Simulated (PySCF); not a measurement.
**One shape, several levels: SiH3Br (SMILES [SiH3]Br)**

We compute a comparison of 5 runs (HF/3-21G, B2PLYP/def2-TZVP, M06-L/def2-TZVP, PBE0/def2-TZVP, SCS-MP2/def2-TZVP) of SiH3Br. The job is set up through a Python script.

The results are computed with PySCF 2.14.0.

1 further run of the same task is left out (set aside as unsound or not needed).

## 1. The system as given

SiH3Br has 5 atoms, charge 0, and is taken as a singlet. SMILES: `[SiH3]Br`. The Si1–H4 distance was set to 1.925 Å, away from the relaxed value.

Bond lengths: Si1–Br2 2.219 Å, Si1–H3 1.481 Å, Si1–H5 1.481 Å. Angles: Br2–Si1–H3 108.4°, Br2–Si1–H5 108.4°, H3–Si1–H5 110.5°. A long bond or contact: Si1–H4 1.925 Å.

## 2. The energy at HF/3-21G (run 1)

Contents of geometry.xyz:

```xyz
5

Si    -0.003994     0.292314     0.304465
Br     1.996446    -0.468916     0.890935
H     -0.921124     0.131044     1.455535
H     -0.625550    -0.731350    -1.202270
H      0.127916     1.721774    -0.057925
```

Contents of job.py:

```python
from pyscf import gto

mol = gto.M(
    atom='geometry.xyz',
    max_memory=1860,
    basis='3-21g',
    verbose=4,
)

hf = mol.RHF()
hf.conv_tol = 1e-10
hf.kernel()
if not hf.converged:
    hf = hf.newton().run(hf.mo_coeff, hf.mo_occ)

e_final = hf.e_tot
print('E(%s) = %.9f' % ('HF', e_final))
```

On the command line:

```console
$ OMP_NUM_THREADS=1 python job.py
```

Standard output:

```text
PySCF version 2.14.0

[INPUT] num. atoms = 5
[INPUT] num. electrons = 52
[INPUT] charge = 0
[INPUT] spin (= nelec alpha-beta = 2S) = 0
[INPUT] symmetry False subgroup None
[INPUT] Mole.unit = angstrom
[INPUT] Symbol           X                Y                Z      unit          X                Y                Z       unit  Magmom
[INPUT]  1 Si    -0.003994000000   0.292314000000   0.304465000000 AA   -0.007547566142   0.552393402376   0.575355464516 Bohr   0.0
[INPUT]  2 Br     1.996446000000  -0.468916000000   0.890935000000 AA    3.772736162483  -0.886122815427   1.683623144789 Bohr   0.0
[INPUT]  3 H     -0.921124000000   0.131044000000   1.455535000000 AA   -1.740672086764   0.247637270268   2.750562514719 Bohr   0.0
[INPUT]  4 H     -0.625550000000  -0.731350000000  -1.202270000000 AA   -1.182118177222  -1.382051201201  -2.271961027781 Bohr   0.0
[INPUT]  5 H      0.127916000000   1.721774000000  -0.057925000000 AA    0.241726206950   3.253681308397  -0.109462385765 Bohr   0.0

nuclear repulsion = 149.011603744851
number of shells = 23
number of NR pGTOs = 90
number of NR cGTOs = 41
basis = 3-21g
ecp = {}

******** <class 'pyscf.scf.hf.RHF'> ********
method = RHF
initial guess = minao
damping factor = 0
level_shift factor = 0
DIIS = <class 'pyscf.scf.diis.CDIIS'>
diis_start_cycle = 1
diis_space = 8
diis_damp = 0
SCF conv_tol = 1e-10
SCF conv_tol_grad = None
SCF max_cycles = 50
direct_scf = True
direct_scf_tol = 1e-13
Set gradient conv threshold to 1e-05
Initial guess from minao.
init E= -2845.98094452758
  HOMO = -0.325496578510128  LUMO = 0.0423143680082489  gap/eV = 10.00865
cycle= 1 E= -2849.12574074233  delta_E= -3.14  |g|= 0.275  |ddm|=  1.7
  HOMO = -0.375948735621603  LUMO = 0.087515263013872  gap/eV = 12.61150
cycle= 2 E= -2849.15542319653  delta_E= -0.0297  |g|= 0.0834  |ddm|= 0.623
  HOMO = -0.399449217120448  LUMO = 0.105744421586911  gap/eV = 13.74702
cycle= 3 E= -2849.15800586405  delta_E= -0.00258  |g|= 0.0132  |ddm|= 0.138
  HOMO = -0.399069886993354  LUMO = 0.107821528186215  gap/eV = 13.79322
cycle= 4 E= -2849.15814373775  delta_E= -0.000138  |g|= 0.00206  |ddm|= 0.0383
  HOMO = -0.399625693918336  LUMO = 0.107217000376034  gap/eV = 13.79189
cycle= 5 E= -2849.15814811442  delta_E= -4.38e-06  |g|= 0.000548  |ddm|= 0.00726
  HOMO = -0.399578181486655  LUMO = 0.107359824152446  gap/eV = 13.79449
cycle= 6 E= -2849.15814843323  delta_E= -3.19e-07  |g|= 0.00013  |ddm|= 0.00219
  HOMO = -0.399612092116568  LUMO = 0.107352348816014  gap/eV = 13.79521
cycle= 7 E= -2849.15814845147  delta_E= -1.82e-08  |g|= 1.11e-05  |ddm|= 0.000635
  HOMO = -0.399612094330501  LUMO = 0.107352547095601  gap/eV = 13.79521
cycle= 8 E= -2849.15814845156  delta_E= -9.09e-11  |g|= 1.77e-06  |ddm|= 3.5e-05
  HOMO = -0.3996122363641  LUMO = 0.107352677418387  gap/eV = 13.79522
Extra cycle  E= -2849.15814845157  delta_E= -2.73e-12  |g|= 6.21e-07  |ddm|= 4.99e-06
converged SCF energy = -2849.15814845157
E(HF) = -2849.158148452
```

Run time: 0.86 s. Hardware: 1 thread of Arm Neoverse V1, shared host; peak memory 0.12 GiB.

## 3. A single-point energy at B2PLYP/def2-TZVP (run 2)

Contents of calc.py:

```python
from pyscf import gto, dft, mp

mol = gto.Mole()
mol.atom = '''
Si  -0.003994   0.292314   0.304465
Br   1.996446  -0.468916   0.890935
H   -0.921124   0.131044   1.455535
H   -0.625550  -0.731350  -1.202270
H    0.127916   1.721774  -0.057925
'''
mol.verbose = 3
mol.spin = 0
mol.basis = 'def2-tzvp'
mol.max_memory = 1860
mol.build()

myscf = dft.RKS(mol, xc='0.53*HF + 0.47*B88, 0.73*LYP')
myscf.conv_tol = 1e-10
myscf.grids.level = 5
myscf.kernel()
if not myscf.converged:
    myscf = myscf.newton().run(myscf.mo_coeff, myscf.mo_occ)

pt = mp.MP2(myscf, frozen=14).run()
etot = myscf.e_tot + 0.27 * pt.e_corr
print('PT2 part  %.8f' % (0.27 * pt.e_corr))
print('E(%s) = %.9f' % ('B2PLYP', etot))
```

On the command line:

```console
$ OMP_NUM_THREADS=1 python calc.py
```

Standard output:

```text
converged SCF energy = -2864.8166852345
E(RMP2) = -2865.29616760647  E_corr = -0.47948237196697
E(SCS-RMP2) = -2865.28574399165  E_corr = -0.469058757154972
PT2 part  -0.12946024
E(B2PLYP) = -2864.946145475
```

Run time: 14 s. Hardware: 1 thread of Arm Neoverse V1, shared host; peak memory 0.53 GiB.

Runs 3 to 4 aren't shown in full; the table further down has their settings and results.

## 4. The energy at SCS-MP2/def2-TZVP (run 5)

Contents of calc.py:

```python
from pyscf import gto, scf, mp

mol = gto.M(
    atom='''
Si    -0.003994     0.292314     0.304465
Br     1.996446    -0.468916     0.890935
H     -0.921124     0.131044     1.455535
H     -0.625550    -0.731350    -1.202270
H      0.127916     1.721774    -0.057925
''',
    charge=0,
    verbose=4,
    basis='def2-tzvp',
    max_memory=1860,
)

mf = scf.RHF(mol)
mf.conv_tol = 1e-10
mf.kernel()
if not mf.converged:
    mf = mf.newton().run(mf.mo_coeff, mf.mo_occ)

pt = mp.MP2(mf, frozen=14).run()
energy = mf.e_tot + 1.2 * pt.e_corr_os + pt.e_corr_ss / 3
print('Final energy', energy)
```

On the command line:

```console
$ OMP_NUM_THREADS=1 python calc.py
```

Standard output:

```text
PySCF version 2.14.0

[... 59 lines left out ...]
converged SCF energy = -2863.1060335099
[... 1 line left out ...]
******** <class 'pyscf.mp.mp2.RMP2'> ********
nocc = 12, nmo = 89
frozen orbitals 14
E(RMP2) = -2863.50397093977  E_corr = -0.397937429874255
E(SCS-RMP2) = -2863.49538014608  E_corr = -0.389346636179829
E_corr(same-spin) = -0.101744168849166
E_corr(oppo-spin) = -0.296193261025089
Final energy -2863.4953801460774
```

It took 3.3 s on 1 thread of Arm Neoverse V1, shared host; peak memory 0.27 GiB.

## 5. All runs side by side

```tsv
run	level	frozen core orbitals	integration grid	energy (Eh)	dipole moment (D) of the reference	HOMO energy (eV)	LUMO energy (eV)	wall time
1	HF/3-21G	–	–	-2849.158148	2.03	-10.87	2.92	0.86 s
2	B2PLYP/def2-TZVP	14	5	-2864.946145	1.21	-9.30	0.47	14 s
3	M06-L/def2-TZVP	–	5	-2865.364440	0.99	-7.28	-1.18	31 s
4	PBE0/def2-TZVP	–	5	-2865.034748	1.12	-8.29	-0.74	14 s
5	SCS-MP2/def2-TZVP	14	–	-2863.495380	1.33	-11.08	2.58	3.3 s
```

## 6. Outcome

| quantity | value |
| --- | --- |
| run 5: total energy | -2863.49538 Eh |
| run 5: dipole moment (Hartree–Fock density) | 1.33 D |
| run 5: HOMO energy (Hartree–Fock orbitals) | -11.08 eV |
| run 5: LUMO energy (Hartree–Fock orbitals) | 2.58 eV |
| run 5: HOMO–LUMO gap (Hartree–Fock orbitals) | 13.66 eV |
| run 5: correlation energy (14 core orbitals frozen) | -389.3 mEh |

In words: Over runs 1, 2, 3, 4 the dipole moment (its size) runs from 0.99 D (M06-L/def2-TZVP) to 2.03 D (HF/3-21G). The two ends differ in method and basis. Over runs 1, 2, 3, 4 the HOMO–LUMO gap runs from 6.10 eV (M06-L/def2-TZVP) to 13.80 eV (HF/3-21G). Totals of different functionals can't be ranked against each other. All runs together took 64 s, the longest 31 s.
